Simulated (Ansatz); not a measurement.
# CsLiCr2Te2S3 (C2/m) in Ansatz: band structure with PBEsol

Aim: the band structure of CsLiCr2Te2S3 with PBEsol.

Everything below comes from runs of Ansatz 0.2.0. Logs are shortened: lines on timing, memory, paths and dates and some standing lists are left out, and cuts for length are marked.

## Step 1: Starting point

It takes space group C2/m (No. 12, monoclinic). Conventional cell: a = 14.579 Å, b = 4.209 Å, c = 7.709 Å, α = 90.00°, β = 109.04°, γ = 90.00°. Cs (site symmetry 2/m) has 6 S at 3.84 to 3.85 Å and 6 Te at 4.08 to 4.23 Å and 2 Cs at 4.21 Å and 2 Cr at 4.27 Å and 4 Li at 4.39 Å as nearest neighbours. Around Li (site symmetry 2/m) lie 2 S at 2.10 Å. Cr (site symmetry m) has 4 S at 2.33 to 2.46 Å as nearest neighbours. Te (site symmetry m) has 2 Cr at 2.84 Å and 1 Li at 3.10 Å and 1 S at 3.19 Å as nearest neighbours. S (site symmetry m) has 3 Cr at 2.33 to 2.46 Å as nearest neighbours. S (site symmetry 2/m) has 2 Li at 2.10 Å and 2 Cr at 2.38 Å as nearest neighbours.

The cell was built by a generator and needn't be a form met in nature.

## Step 2: Band structure, PBEsol, collinear spin, ferromagnetic start

input.yaml reads:

```yaml
crystal:
  lattice:
    - [7.28959, -2.10433, 0.01772]
    - [7.28959, 2.10433, 0.01772]
    - [-2.53315, 0.0, 7.281]
  atoms:
    - { symbol: Cs, position: [0.5, 0.5, 0.0] }
    - { symbol: Li, position: [0.0, 0.0, 0.5] }
    - { symbol: Cr, position: [0.3287, 0.3287, 0.433], spin: 3.0 }
    - { symbol: Cr, position: [0.6713, 0.6713, 0.567], spin: 3.0 }
    - { symbol: Te, position: [0.80672, 0.80672, 0.17427] }
    - { symbol: Te, position: [0.19328, 0.19328, 0.82573] }
    - { symbol: S, position: [0.16358, 0.16358, 0.39713] }
    - { symbol: S, position: [0.83642, 0.83642, 0.60287] }
    - { symbol: S, position: [0.5, 0.5, 0.5] }
hamiltonian:
  xc: pbesol
  pseudopotentials: { kind: paw }
magnetization:
  spin_polarized: true
kpoints:
  mp_grid: { grid: [7, 7, 4] }
  band_path:
    path:
      - [[0.0, 0.0, 0.0], [0.5, 0.5, 1.0], [-1.0782176501, -1.0782176501, 2.2171354669], [0.5, 0.5, 0.5], [0.2877035459, 0.7122964541, 0.5]]
      - [[-0.2877035459, 0.2877035459, -0.5], [0.0, 0.0, -0.5], [2.0782176501, 2.0782176501, -1.2171354669]]
      - [[0.5, 0.5, 1.0], [0.3854813254, 0.6145186746, 1.0]]
      - [[-0.3854813254, 0.3854813254, 0.0], [0.0, 0.0, 0.0], [0.0, 0.5, 0.5]]
      - [[0.0, 0.5, 0.0], [0.0, 0.0, 0.0]]
    npoints: 10
scf:
  occupations: { method: fermi_dirac, width: 0.05 }
  n_extra_bands: 22
output:
  forces: true
  stress: true
  eigenvalues: true
  fatbands: false
  write_density: true
  write_potential: true
  elf: true
  volumetric_format: npy
```

Potentials or basis: Ansatz PAW.

On the command line:

```console
$ ansatz run input.yaml --threads 8 --pin off --max-ram 20480MiB --backend cpu --events-out ev --progress --plain --runs-dir out
```

The log of the run:

```text
Warning: RAYON_NUM_THREADS=8 ignored (pool sized by the plan → 8); use --threads N
scf.n_extra_bands = 22 over 45 filled bands (N_el = 90.0): the run solves 67 bands
Engine: ansatz 0.2.0, aarch64-unknown-linux-gnu
Pseudopotentials: kind: paw
Pseudopotential: Cs, paw, valence charge 9, recommended cutoff 420 eV (normal), Cs.paw.azcp
Pseudopotential: Li, paw, valence charge 3, recommended cutoff 420 eV (normal), Li.paw.azcp
Pseudopotential: Cr, paw, valence charge 14, recommended cutoff 420 eV (normal), Cr.paw.azcp
Pseudopotential: Te, paw, valence charge 16, recommended cutoff 420 eV (normal), Te.paw.azcp
Pseudopotential: S, paw, valence charge 6, recommended cutoff 420 eV (normal), S.paw.azcp
Functional definition: PBEsol
  exchange = pbesol_x
  correlation = pbesol_c
Crystal: 9 atoms, lattice volume = 223.566 Å³
Basis set: ecut = 420 eV, 4341 PW (Γ), exchange–correlation on 108×108×108 points (8 copies of the dense FFT grid, shifted against one another)
Bands: 67, of which v1, the nominal top of the filled ones, is band 45 counted from 1 (44 counted from 0)
Symmetry: 4 space group operations
Space group: C2/m (ITA 12), of the structure as read, at distance tolerance 6.1e-5 Å
Magnetic group: BNS 12.58 (UNI 65), of the structure as read, at distance tolerance 6.1e-5 Å
k-points: 60 of 196
Non-local potential: Cs, projectors of the file, l = 0: 3, l = 1: 2, l = 2: 2, l = 3: 2
Non-local potential: Li, projectors of the file, l = 0: 3, l = 1: 2, l = 2: 1
Non-local potential: Cr, projectors of the file, l = 0: 3, l = 1: 2, l = 2: 3, l = 3: 1
Non-local potential: Te, projectors of the file, l = 0: 2, l = 1: 2, l = 2: 2, l = 3: 2
Non-local potential: S, projectors of the file, l = 0: 2, l = 1: 2, l = 2: 2
PAW form: soft (Blöchl's): semilocal exchange-correlation on the pseudo side does not see the compensation charge
PAW frozen core: Cs, regenerated for the run's functional, and the local potential with it (the file was generated under x = pbe(κ = 0.804, μ = 0.2195149727645171), c = pbe(β = 0.06672455060314922))
PAW frozen core: Cr, regenerated for the run's functional, and the local potential with it (the file was generated under x = pbe(κ = 0.804, μ = 0.2195149727645171), c = pbe(β = 0.06672455060314922))
PAW frozen core: Te, regenerated for the run's functional, and the local potential with it (the file was generated under x = pbe(κ = 0.804, μ = 0.2195149727645171), c = pbe(β = 0.06672455060314922))
PAW frozen core: S, regenerated for the run's functional, and the local potential with it (the file was generated under x = pbe(κ = 0.804, μ = 0.2195149727645171), c = pbe(β = 0.06672455060314922))
PAW one-centre angular grid: Cs, 194 points (default); XC on 64 Gauss nodes
PAW one-centre angular grid: Li, 110 points (default); XC on 64 Gauss nodes
PAW one-centre angular grid: Cr, 590 points (default); XC on 64 Gauss nodes
PAW one-centre angular grid: Te, 590 points (default); XC on 64 Gauss nodes
PAW one-centre angular grid: S, 110 points (default); XC on 64 Gauss nodes
Initial density: superposition of atomic densities (chi_scale 0.1, normalization cell, long waves kept (reshape's long-wave potential 0.08 eV rms))
Starting moments: Σ|m| = 6 μB on 2 of 9 sites
Initial wavefunctions: pseudopotential atomic-orbital guess
Functional: x = pbesol(κ = 0.804, μ = 0.12345679012345678), c = pbesol(β = 0.046)
SCF iter   1: F=—  HF=-28953.083605 eV  |F-HF|=—  |Δ(HF+E_count)|=         —  Δρ=5.98e-2 (↑5.98e-2 ↓2.77e-2)  dr2=3.06e1  dr2_m=7.55e-1  M=4.075 μB ∫|m|=5.081 μB  β_m=0.30  ethr=3.10e-3  ⟨swp⟩=7.9  Hψ=38360  notcnv=0  defer=181
Mixer restart at iter 1: flushing history
preconditioner: auto → Kerker (q_TF=auto, 2.344 Å⁻¹)  [metal: Δε(μ)=0.011 eV  Ē_g=9.503 eV  σ=0.050 eV  W_gap=0.05  n_scr=46 (ndim 8)  ℏωp=17.6 eV  f_vac=0.000  D(μ)=5.43/eV (n_scr^D=38)]
spin=Collinear: Kerker preconditioning applied to the charge; magnetization (m = ρ↑ − ρ↓) channel mixes plain (no charge-response kernel on spin).
SCF iter   2: F=—  HF=-28951.607838 eV  |F-HF|=—  |Δ(HF+E_count)|=    1.48e0  Δρ=1.99e-2 (↑1.80e-2 ↓1.99e-2)  dr2=8.67e0  dr2_m=1.47e-1  M=4.813 μB ∫|m|=5.949 μB  β_m=0.37  ethr=3.10e-3  ⟨swp⟩=3.0  Hψ=16912  notcnv=0  defer=1521
SCF iter   3: F=—  HF=-28950.600572 eV  |F-HF|=—  |Δ(HF+E_count)|=    1.01e0  Δρ=1.45e-2 (↑1.45e-2 ↓1.23e-2)  dr2=2.51e0  dr2_m=2.26e-1  M=5.047 μB ∫|m|=6.516 μB  β_m=0.68  ethr=3.10e-3  ⟨swp⟩=2.6  Hψ=10459  notcnv=0  defer=1511
SCF iter   4: F=—  HF=-28950.012709 eV  |F-HF|=—  |Δ(HF+E_count)|=   5.88e-1  Δρ=7.31e-3 (↑7.31e-3 ↓2.81e-3)  dr2=3.67e-1  dr2_m=2.13e-2  M=5.264 μB ∫|m|=6.997 μB  β_m=0.84  ethr=2.79e-3  ⟨swp⟩=2.8  Hψ=11465  notcnv=0  defer=1548
SCF iter   5: F=—  HF=-28950.019436 eV  |F-HF|=—  |Δ(HF+E_count)|=   6.73e-3  Δρ=1.43e-3 (↑1.43e-3 ↓1.37e-3)  dr2=7.39e-2  dr2_m=1.66e-4  M=5.242 μB ∫|m|=6.951 μB  β_m=0.92  ethr=4.08e-4  ⟨swp⟩=2.6  Hψ=10482  notcnv=0  defer=1554
SCF iter   6: F=—  HF=-28949.998968 eV  |F-HF|=—  |Δ(HF+E_count)|=         —  Δρ=3.43e-3 (↑3.43e-3 ↓7.49e-4)  dr2=5.92e-2  dr2_m=4.78e-3  M=5.182 μB ∫|m|=6.885 μB  β_m=0.92  ethr=8.21e-5  ⟨swp⟩=2.1  Hψ=11427  notcnv=0  defer=1556
Mixer restart at iter 6: flushing history
SCF iter   7: F=—  HF=-28950.004114 eV  |F-HF|=—  |Δ(HF+E_count)|=   5.15e-3  Δρ=3.47e-3 (↑3.47e-3 ↓7.04e-4)  dr2=2.91e-2  dr2_m=5.77e-3  M=5.239 μB ∫|m|=6.975 μB  β_m=0.68  ethr=6.58e-5  ⟨swp⟩=2.5  Hψ=14927  notcnv=0  defer=1556
SCF iter   8: F=—  HF=-28949.998305 eV  |F-HF|=—  |Δ(HF+E_count)|=   5.81e-3  Δρ=5.16e-4 (↑5.16e-4 ↓3.91e-4)  dr2=1.21e-2  dr2_m=2.76e-5  M=5.203 μB ∫|m|=6.923 μB  β_m=0.86  ethr=3.23e-5  ⟨swp⟩=2.1  Hψ=14532  notcnv=0  defer=1538
SCF iter   9: F=—  HF=-28949.995631 eV  |F-HF|=—  |Δ(HF+E_count)|=   2.67e-3  Δρ=9.21e-4 (↑9.21e-4 ↓2.72e-4)  dr2=4.51e-3  dr2_m=2.72e-4  M=5.220 μB ∫|m|=6.949 μB  β_m=0.93  ethr=1.35e-5  ⟨swp⟩=1.8  Hψ=8996  notcnv=0  defer=1534
SCF iter  10: F=—  HF=-28949.995089 eV  |F-HF|=—  |Δ(HF+E_count)|=   5.43e-4  Δρ=1.84e-4 (↑1.84e-4 ↓9.76e-5)  dr2=6.11e-4  dr2_m=1.21e-5  M=5.210 μB ∫|m|=6.933 μB  β_m=0.96  ethr=5.02e-6  ⟨swp⟩=2.1  Hψ=11078  notcnv=0  defer=1529
SCF iter  11: F=—  HF=-28949.995012 eV  |F-HF|=—  |Δ(HF+E_count)|=   7.72e-5  Δρ=5.95e-5 (↑5.95e-5 ↓3.69e-5)  dr2=7.18e-5  dr2_m=1.41e-6  M=5.209 μB ∫|m|=6.934 μB  β_m=0.95  ethr=6.79e-7  ⟨swp⟩=2.0  Hψ=10411  notcnv=0  defer=1528
SCF iter  12: F=—  HF=-28949.994982 eV  |F-HF|=—  |Δ(HF+E_count)|=   2.95e-5  Δρ=3.08e-5 (↑3.08e-5 ↓2.26e-5)  dr2=1.72e-5  dr2_m=8.43e-8  M=5.208 μB ∫|m|=6.934 μB  β_m=0.97  ethr=7.98e-8  ⟨swp⟩=2.0  Hψ=12484  notcnv=0  defer=1525
SCF iter  13: F=—  HF=-28949.994982 eV  |F-HF|=—  |Δ(HF+E_count)|=   2.56e-7  Δρ=1.22e-5 (↑1.22e-5 ↓9.67e-6)  dr2=2.56e-6  dr2_m=2.91e-8  M=5.207 μB ∫|m|=6.933 μB  β_m=0.99  ethr=1.91e-8  ⟨swp⟩=2.6  Hψ=11984  notcnv=0  defer=1525
SCF iter  14: F=—  HF=-28949.994983 eV  |F-HF|=—  |Δ(HF+E_count)|=   3.05e-7  Δρ=1.02e-5 (↑1.02e-5 ↓5.73e-6)  dr2=8.12e-7  dr2_m=1.45e-8  M=5.207 μB ∫|m|=6.933 μB  β_m=0.99  ethr=2.84e-9  ⟨swp⟩=2.0  Hψ=10984  notcnv=0  defer=1525
SCF iter  15: F=—  HF=-28949.994983 eV  |F-HF|=—  |Δ(HF+E_count)|=   9.42e-8  Δρ=4.29e-6 (↑4.29e-6 ↓2.17e-6)  dr2=1.72e-7  dr2_m=8.72e-9  M=5.207 μB ∫|m|=6.934 μB  β_m=1.00  ethr=9.03e-10  ⟨swp⟩=2.0  Hψ=10560  notcnv=0  defer=1525
SCF iter  16: F=—  HF=-28949.994983 eV  |F-HF|=—  |Δ(HF+E_count)|=   1.47e-8  Δρ=2.61e-6 (↑2.61e-6 ↓1.06e-6)  dr2=5.56e-8  dr2_m=2.31e-9  M=5.207 μB ∫|m|=6.934 μB  β_m=1.00  ethr=1.92e-10  ⟨swp⟩=2.1  Hψ=12340  notcnv=0  defer=1525
SCF iter  17: F=-28949.994983 eV  HF=-28949.994983 eV  |F-HF|=1.43e-9  |Δ(HF+E_count)|=   1.60e-9  Δρ=4.08e-7 (↑4.08e-7 ↓3.59e-7)  dr2=2.49e-9  dr2_m=1.85e-11  M=5.207 μB ∫|m|=6.934 μB  ethr=6.18e-11  ⟨swp⟩=15.6  Hψ=64304  notcnv=0
SCF 1 converged in 17 iterations: F = -28949.994983 eV  dr2 = 2.49e-9
NSCF: frozen V_eff on 105 k-points
SCF converged after 17 iterations
Magnetization: 5.2073 μB (47.6037 up, 42.3963 down)
Absolute magnetization: 6.9365 μB (∫|ρ↑−ρ↓|, with the PAW one-centre terms)
Spin contamination: 0.5954 ħ² per cell (⟨S²⟩ above its minimum at these occupations)
Per-site moments (μB) at R_I (Å): [(0.0009420371498865751, 1.5828311309923833), (0.004863065618023169, 0.868036125), (2.575052132807092, 0.9618631007958816), (2.575052132807092, 0.9618631007958816), (-0.1341068219924183, 1.1734218254172635), (-0.13410682199241877, 1.1734218254172635), (-0.13584437864068044, 0.9618631007958816), (-0.13584437864068097, 0.9618631007958816), (-0.0317628146565207, 0.868036125)]
Free energy (F): -28949.994983 eV
Harris-Foulkes:  -28949.994983 eV  (|F-HF|=1.43e-9)
Internal energy: -28949.958273 eV  (E = F + TS)
E sigma→0 (E₀):  -28949.976628 eV
Entropy (-TS):   -0.036709 eV (-4.079 meV/atom)
Fermi energy:    7.060910 eV
--- Per-component energies (eV) ---
  E_band       = -1258.045655
  E_kinetic    = 1527.864776
  E_local      = -9041.164764  (includes V_loc(G=0)·N_el)
  E_nonlocal   = -364.857194
  E_hartree    = 4436.939365
  E_xc         = -992.658568
  E_vxc        = -961.509724  (∫ρ·V_xc dr)
  E_paw        = -18264.057324  (= ΣΔE_a)
  E_vpaw       = -1292.259785  (= ΣTr[D̂ρ^β])
  E_aug_tail   = 0.000385  (compensation charges beyond the density's cutoff)
  E_ewald      = -6253.424587
  E_core_change = 1.399637  (= ΣΔE_core)
  E_smearing   = -0.036709  (= −TS)
  E_closure    = -0.000000  (closes the sum)
  Σ components = -28949.994983   (vs F -28949.994983, Δ=0.00e0)
--- Forces (eV/Å), atoms counted from 1 ---
  atom   1  Cs     0.00000000     0.00000000     0.00000000
  atom   2  Li     0.00000000     0.00000000     0.00000000
  atom   3  Cr    -0.02846711     0.00000000     0.00892461
  atom   4  Cr     0.02846711     0.00000000    -0.00892461
  atom   5  Te    -0.04760392     0.00000000     0.15194984
  atom   6  Te     0.04760392     0.00000000    -0.15194984
  atom   7  S      0.16652081     0.00000000     0.20525833
  atom   8  S     -0.16652081     0.00000000    -0.20525833
  atom   9  S      0.00000000     0.00000000     0.00000000
  max |Σ_I F_I| component: 2.78e-17 eV/Å
--- Stress (GPa, compression-positive) ---
       -2.906208       0.000000      -0.064807
        0.000000      -2.743835       0.000000
       -0.064808       0.000000      -2.328270
  P = ⅓ Tr σ = -2.6594 GPa (-26.594 kbar)
--- Band table (eV; the first three rows and the last of 120) ---
  k-point 0 ↑: bands = ["-65.3623", "-65.3614", "-37.3258", "-36.8718", "-36.8668", "-36.8217", "-36.8162", "-36.8066", "-36.8015", "-29.0742", "-29.0737", "-29.0701", "-29.0532", "-28.9975", "-28.9946", "-28.9259", "-28.9244", "-28.9201", "-28.9156", "-14.3975", "-6.2896", "-5.1225", "-4.8898", "-3.6418", "-2.8879", "-1.2477", "-1.1878", "-0.9330", "2.0314", "2.8012", "2.8824", "2.9537", "3.1434", "3.3336", "4.0769", "4.2513", "5.0934", "5.5079", "5.5379", "5.6077", "5.9059", "6.0936", "6.1586", "6.5016", "6.5285", "6.7624", "6.8483", "7.1967", "8.0308", "8.2542", "8.4381", "9.2330", "9.2962", "10.2667", "11.2352", "11.7353", "11.7684", "11.9252", "12.2594", "12.7568", "12.9404", "12.9543", "13.8711", "13.9696", "14.1194", "14.2542", "15.0758"]
  k-point 1 ↑: bands = ["-65.3623", "-65.3614", "-37.3258", "-36.8718", "-36.8668", "-36.8217", "-36.8162", "-36.8066", "-36.8015", "-29.0742", "-29.0737", "-29.0701", "-29.0532", "-28.9975", "-28.9946", "-28.9259", "-28.9243", "-28.9201", "-28.9156", "-14.3974", "-6.2836", "-5.1146", "-4.8937", "-3.7975", "-2.6962", "-1.2346", "-1.1899", "-0.9328", "1.8866", "2.8789", "2.9584", "3.0238", "3.2206", "3.3268", "3.7644", "4.1846", "5.2663", "5.2807", "5.6432", "5.6614", "5.9609", "6.0525", "6.3203", "6.5173", "6.5750", "6.6652", "6.7531", "7.2102", "7.8357", "8.0784", "8.4958", "8.9291", "9.3739", "10.5345", "11.3499", "11.8036", "11.9703", "12.1461", "12.5335", "13.0898", "13.3679", "13.5285", "13.8019", "13.9052", "14.2049", "14.3174", "14.8180"]
  k-point 2 ↑: bands = ["-65.3623", "-65.3614", "-37.3258", "-36.8718", "-36.8668", "-36.8217", "-36.8162", "-36.8066", "-36.8015", "-29.0742", "-29.0738", "-29.0701", "-29.0532", "-28.9975", "-28.9946", "-28.9259", "-28.9244", "-28.9201", "-28.9156", "-14.3973", "-6.2773", "-5.1075", "-4.8974", "-3.9095", "-2.5529", "-1.2239", "-1.1777", "-0.9326", "1.7763", "2.9388", "2.9633", "3.0013", "3.3198", "3.4718", "3.5010", "4.1314", "5.1308", "5.4079", "5.6482", "5.9197", "5.9761", "6.0232", "6.1115", "6.4422", "6.5316", "6.8246", "6.8600", "7.1344", "7.5132", "8.0308", "8.5109", "8.7025", "9.4844", "10.7948", "11.4916", "11.8520", "12.2437", "12.3104", "13.1174", "13.4455", "13.5602", "13.5918", "14.0063", "14.2062", "14.2425", "14.5799", "14.6158"]
  k-point 59 ↓: bands = ["-62.5022", "-62.5012", "-37.3183", "-34.0997", "-34.0938", "-34.0497", "-34.0438", "-33.8987", "-33.8947", "-29.1091", "-29.1055", "-29.1031", "-29.0889", "-29.0190", "-29.0173", "-28.9538", "-28.9528", "-28.9433", "-28.9394", "-14.3863", "-6.0908", "-5.5082", "-4.9207", "-3.8924", "-2.7467", "-1.1737", "-1.1035", "-1.0724", "2.7863", "2.8571", "3.1345", "3.1731", "3.8581", "3.8655", "3.9173", "4.6940", "4.9738", "5.0070", "5.4174", "5.6766", "6.1272", "7.1069", "7.5237", "8.5088", "8.8277", "8.9374", "8.9897", "9.1401", "9.2179", "9.6604", "9.6704", "9.9726", "10.5854", "11.0335", "11.9194", "12.2721", "12.3070", "12.8177", "13.0361", "13.2043", "13.9297", "14.0033", "14.0613", "14.4110", "14.4985", "14.5686", "14.6819"]
```

Run time: 46 s. Hardware: 8 threads of Arm Neoverse V1, shared host; peak memory 2 GiB.

What came out:

- Free energy: -28949.9950 eV
- Pressure: -2.7 GPa
- Largest force: 0.264 eV/Å
- Band gap on the k mesh: none (metal or under the smearing width)
- Net moment: 5.21 μB per cell
- Absolute moment: 6.94 μB per cell
- Site moments: Cs +0.00; Li +0.00; Cr +2.58; Te -0.13; S -0.14, -0.03 μB

Forces on the atoms (eV/Å):
```
Cs   0.000  0.000  0.000
Li   0.000  0.000  0.000
Cr  -0.028  0.000  0.009
Cr   0.028  0.000 -0.009
Te  -0.048  0.000  0.152
Te   0.048  0.000 -0.152
S    0.167  0.000  0.205
S   -0.167  0.000 -0.205
S    0.000  0.000  0.000
```

Levels at the corners of the path, in eV from the Fermi level:
Spin up:
```
point  band 43  band 44  band 45  band 46  band 47  band 48  band 49  band 50  band 51  band 52
    Γ    -0.90    -0.56    -0.53    -0.30    -0.21     0.14     0.97     1.19     1.38     2.17
    Y    -0.84    -0.72    -0.42    -0.32    -0.08     0.29     0.93     1.43     1.46     1.92
    F    -0.86    -0.55    -0.43    -0.36    -0.32     0.18     0.89     1.05     1.43     2.03
    L    -0.89    -0.78    -0.36    -0.26    -0.18     0.31     1.00     1.14     1.49     2.11
    I    -1.15    -0.90    -0.86    -0.46    -0.43    -0.07     0.00     0.87     1.48     1.49
   I1    -1.15    -0.90    -0.86    -0.46    -0.43    -0.07     0.00     0.87     1.48     1.49
    Z    -0.95    -0.62    -0.53    -0.24    -0.20     0.07     0.45     0.97     1.45     1.64
   F1    -0.86    -0.55    -0.43    -0.36    -0.32     0.18     0.89     1.05     1.43     2.03
    Y    -0.84    -0.72    -0.42    -0.32    -0.08     0.29     0.93     1.43     1.46     1.92
   X1    -0.86    -0.83    -0.81    -0.33    -0.16     0.04     0.38     1.15     1.15     2.14
    X    -0.86    -0.83    -0.81    -0.33    -0.16     0.04     0.38     1.15     1.15     2.14
    Γ    -0.90    -0.56    -0.53    -0.30    -0.21     0.14     0.97     1.19     1.38     2.17
    N    -1.14    -1.05    -0.73    -0.46    -0.38    -0.25     0.14     1.05     1.22     1.41
    M    -1.08    -0.81    -0.80    -0.50    -0.48    -0.31     0.01     1.08     1.48     1.53
    Γ    -0.90    -0.56    -0.53    -0.30    -0.21     0.14     0.97     1.19     1.38     2.17
```
Spin down:
```
point  band 38  band 39  band 40  band 41  band 42  band 43  band 44  band 45  band 46  band 47
    Γ    -1.39    -0.95    -0.94    -0.69    -0.08     0.75     0.94     1.44     1.64     2.08
    Y    -1.51    -1.37    -1.16    -0.47    -0.12     0.45     1.34     1.68     1.70     1.84
    F    -1.46    -1.24    -1.00    -0.35    -0.25     0.64     0.99     1.47     1.59     2.04
    L    -1.95    -1.60    -1.40    -0.60     0.05     0.74     1.48     1.70     1.74     1.80
    I    -1.75    -1.71    -1.18    -0.83    -0.36    -0.30     1.30     1.44     1.58     1.77
   I1    -1.75    -1.71    -1.18    -0.83    -0.36    -0.30     1.30     1.44     1.58     1.77
    Z    -1.21    -1.03    -0.94    -0.69    -0.08     0.36     0.95     1.51     1.58     1.92
   F1    -1.46    -1.24    -1.00    -0.35    -0.25     0.64     0.99     1.47     1.59     2.04
    Y    -1.51    -1.37    -1.16    -0.47    -0.12     0.45     1.34     1.68     1.70     1.84
   X1    -1.86    -1.77    -0.80    -0.68    -0.28     0.16     1.26     1.70     1.84     1.88
    X    -1.86    -1.77    -0.80    -0.68    -0.28     0.16     1.26     1.70     1.84     1.88
    Γ    -1.39    -0.95    -0.94    -0.69    -0.08     0.75     0.94     1.44     1.64     2.08
    N    -1.99    -1.64    -1.08    -1.03    -0.55     0.03     1.33     1.45     1.52     1.79
    M    -1.78    -1.32    -1.29    -0.75    -0.67    -0.30     1.19     1.47     1.53     1.77
    Γ    -1.39    -0.95    -0.94    -0.69    -0.08     0.75     0.94     1.44     1.64     2.08
```

Caveat: spin-orbit coupling is left out, which moves the levels of the heavy elements; only a ferromagnetic start was run, and an antiferromagnetic order may lie lower in energy; the PAW data sets come from PBE, with cores solved anew for the run's functional, which leaves a small shift of forces and pressure. With open d or f shells a metallic result of PBEsol can be an artefact of self-interaction; +U or a hybrid may open a gap.
